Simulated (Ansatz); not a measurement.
# BiMo (NiAs type): other levels of theory at one geometry

The task here is to estimate one member of a computed series from the others.

Computed with Ansatz 0.2.0 (DFT at several levels, plane waves, PAW, unless a step's input says otherwise).

3 further runs of the same task are left out: 2 that didn't finish, 1 set aside as unsound or not needed. Runs told in other sessions of the task aren't counted.

## The starting structure

It takes space group P6_3/mmc (No. 194, hexagonal). Conventional cell: a = 4.601 Å, b = 4.601 Å, c = 5.140 Å, α = 90.00°, β = 90.00°, γ = 120.00°. Mo (site symmetry -3m) is surrounded by 2 Mo at 2.57 Å and 6 Bi at 2.95 Å. Bi (site symmetry -6m2) is surrounded by 6 Mo at 2.95 Å.

As a file:

```xyz
4
Lattice="4.6006 0.0000 0.0000 -2.3003 3.9843 0.0000 0.0000 0.0000 5.1398" Properties=species:S:1:pos:R:3 pbc="T T T"
Mo    0.0000    0.0000    0.0000
Mo    0.0000    0.0000    2.5699
Bi    0.0000    2.6562    1.2849
Bi    2.3003    1.3281    3.8548
```

An earlier run at PBE left this cell at 23.553 Å³/atom and 0.00 GPa (10×10×6 mesh), no gap.

Levels to run: PBE+SOC; r²SCAN; PBEsol; LDA; HSE06. Hardware: 2 threads of Arm Neoverse V2, shared host.

Set-up of the first run:

File input.yaml:

```yaml
crystal:
  lattice:
    - [4.6006453045, 0.0, 0.0]
    - [-2.3003226523, 3.9842757075, 0.0]
    - [0.0, 0.0, 5.1397870164]
  atoms:
    - { symbol: Mo, position: [0.0, 0.0, 0.0] }
    - { symbol: Mo, position: [0.0, 0.0, 0.5] }
    - { symbol: Bi, position: [0.3333333333, 0.6666666667, 0.25] }
    - { symbol: Bi, position: [0.6666666667, 0.3333333333, 0.75] }
basis:
  ecutwfc: 420
  ecutrho_ratio: 4
kpoints:
  mp_grid: { grid: [10, 10, 6] }
hamiltonian:
  xc: pbe
scf:
  occupations: { method: gaussian, width: 0.05 }
output:
  forces: true
  stress: true
  eigenvalues: true
  populations: true
  dos: { projected: true, de: 0.02 }
  write_density: true
  write_potential: true
  elf: true
  volumetric_format: npy
magnetization:
  noncollinear: true
  spin_orbit: true
```

The run is started by

```bash
$ ansatz run input.yaml --threads 2 --pin off --max-ram 2662MiB --backend cpu --events-out ev --progress --plain --runs-dir out
```

Steps of the session up to this table: PBE+SOC; r²SCAN; PBEsol; LDA; HSE06.

One of the session's tables, all rows but one given; the rest of the session is left out.

| level | pressure (GPa) |
| --- | --- |
| PBE | 0.0 |
| LDA | ? |
| PBEsol | -4.5 |
| PBE+SOC | 0.0 |
| r²SCAN | -1.9 |
| HSE06 | -4.6 |

Q: Estimate the row for LDA from the others.

The run gave: pressure (GPa): -6.9. In the column «pressure (GPa)» it is the lowest.

The pressure runs from -6.9 GPa (LDA) to 0.0 GPa (PBE+SOC); a negative pressure means that level wants a smaller cell, a positive one a larger cell. Total energies of different levels have different zeros and can't be compared.

To keep in mind: Warnings in the runs' records: stress scf threshold loose, stress exchange threshold loose, filled band counts differ across k points.
